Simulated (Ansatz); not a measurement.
**CH₃FSSi: a ladder of functionals and wavefunction methods**

How much do the methods differ for CH₃FSSi? The plan is to run it at one geometry with functionals of several rungs and with coupled cluster. The yardstick is the atomisation energy at the CCSD(T) limit.

Computed with Ansatz 0.2.0, Gaussian basis. Level: functionals in def2-TZVPP, the program's frozen cores in correlated methods.

Plan: LDA (SPW92), PBE-D4, revPBE-D4, BLYP-D4, r2SCAN-D4, B97M-V, PBE0-D4, B3LYP-D4, r2SCANh-D4, r2SCAN0-D4, HSE06-D4, BHLYP-D4, CAM-B3LYP-D4, LC-ωPBE, ωB97X-V, ωB97M-V, B2PLYP, PBE-QIDH; CCSD(T)/def2-SVP; CCSD(T)/def2-TZVPP; MP2/def2-QZVPP; extrapolation to the limit; RPA on PBE.

## (1) Structure used throughout

An earlier PBE0-D4 in a triple-zeta def2 set relaxation fixed the geometry.

SMILES `F[SiH]1CS1`, 7 atoms, charge 0, spin multiplicity 1.

Atoms are counted from 1 here; the program's logs count them from 0.

Bond lengths: F1–Si2 1.589 Å, Si2–C3 1.822 Å, Si2–S4 2.060 Å, Si2–H5 1.471 Å, C3–S4 1.891 Å, C3–H6 1.086 Å, C3–H7 1.086 Å. Angles: F1–Si2–C3 119.1°, F1–Si2–S4 120.4°, F1–Si2–H5 107.6°, C3–Si2–S4 57.9°, C3–Si2–H5 123.7°, S4–Si2–H5 121.4°, Si2–C3–S4 67.4°, Si2–C3–H6 119.6°, Si2–C3–H7 121.8°, S4–C3–H6 112.2°, S4–C3–H7 112.8°, H6–C3–H7 113.4°, Si2–S4–C3 54.7°.

## (2) LDA

This LDA is Slater exchange with PW92 correlation.

in.yaml

```yaml
crystal:
  periodic: [false, false, false]
  atoms:
    - {symbol: F, position_ang: [0.459243, -1.751701, -1.183024]}
    - {symbol: Si, position_ang: [-0.125605, -0.870448, 0.002839]}
    - {symbol: C, position_ang: [0.027273, 0.942771, -0.082401]}
    - {symbol: S, position_ang: [1.140944, 0.180708, 1.242221]}
    - {symbol: H, position_ang: [-1.309847, -1.565610, 0.529756]}
    - {symbol: H, position_ang: [0.598767, 1.394965, -0.887773]}
    - {symbol: H, position_ang: [-0.729574, 1.601314, 0.332683]}
basis:
  gaussian: {orbitals: def2-TZVPP}
hamiltonian: {xc: lda}
output: {orbitals: {seedname: orbitals}}
```

On the command line:

```console
$ ansatz run in.yaml --threads 2 --pin off --events-out ev --progress --plain --max-ram 4352MiB
```

After this run come: PBE-D4 (GGA); revPBE-D4 (GGA); BLYP-D4 (GGA); r2SCAN-D4 (meta-GGA); B97M-V (meta-GGA); PBE0-D4 (hybrid); B3LYP-D4 (hybrid); r2SCANh-D4 (hybrid); r2SCAN0-D4 (hybrid); HSE06-D4 (hybrid); BHLYP-D4 (hybrid); CAM-B3LYP-D4 (range-separated); LC-ωPBE (range-separated); ωB97X-V (range-separated); ωB97M-V (range-separated); B2PLYP (double hybrid); PBE-QIDH (double hybrid); CCSD(T) in def2-SVP; CCSD(T) in def2-TZVPP; MP2 in def2-QZVPP; RPA on PBE orbitals.

**Question.** What will the summary of the whole plan be? Wanted: atomisation energy, CCSD(T)/CBS; farthest beyond LDA; mean size of error, GGA; mean size of error, meta-GGA; mean size of error, hybrid; mean size of error, range-separated; mean size of error, double hybrid; gap, smallest and largest; T1 diagnostic.

As calculated:

| quantity | value |
| --- | --- |
| atomisation energy, CCSD(T)/CBS | 616.4 kcal/mol |
| functionals within 3.1 kcal/mol (0.5 %) | r2SCAN-D4, PBE0-D4, r2SCANh-D4, HSE06-D4, ωB97X-V, ωB97M-V |
| farthest beyond LDA | BHLYP-D4 (-24.2 kcal/mol) |
| mean size of error, GGA | 7.5 kcal/mol |
| mean size of error, meta-GGA | 4.2 kcal/mol |
| mean size of error, hybrid | 7.2 kcal/mol |
| mean size of error, range-separated | 3.1 kcal/mol |
| mean size of error, double hybrid | 7.2 kcal/mol |
| gap, smallest and largest | 5.01 eV (LDA (SPW92)), 12.36 eV (LC-ωPBE) |
| T1 diagnostic | 0.0122 |
| triples share of the correlation energy | 4.0 % |

In words: LDA overbinds by 90.4 kcal/mol (15 %). PBE-D4 is off by +10.4 kcal/mol. Double hybrids carry the basis error of their MP2 part in triple zeta, and no dispersion term here, so their miss is partly the set-up's. Taken by rung, range-separated functionals do best (3.1 kcal/mol on average) and GGA ones worst beyond LDA (7.5 kcal/mol). The gap between the best rungs is small, so their order is not settled. The reference freezes the cores and leaves out relativity and excitations past (T), so misses under about 3.1 kcal/mol can't be ranked. Hartree-Fock recovers 72 % of the binding; the rest is correlation. CCSD(T) in def2-SVP is off by -51.8 kcal/mol, so the small basis spoils what the method gains. Orbital gaps span 5.0 to 12.4 eV; exact exchange widens them.
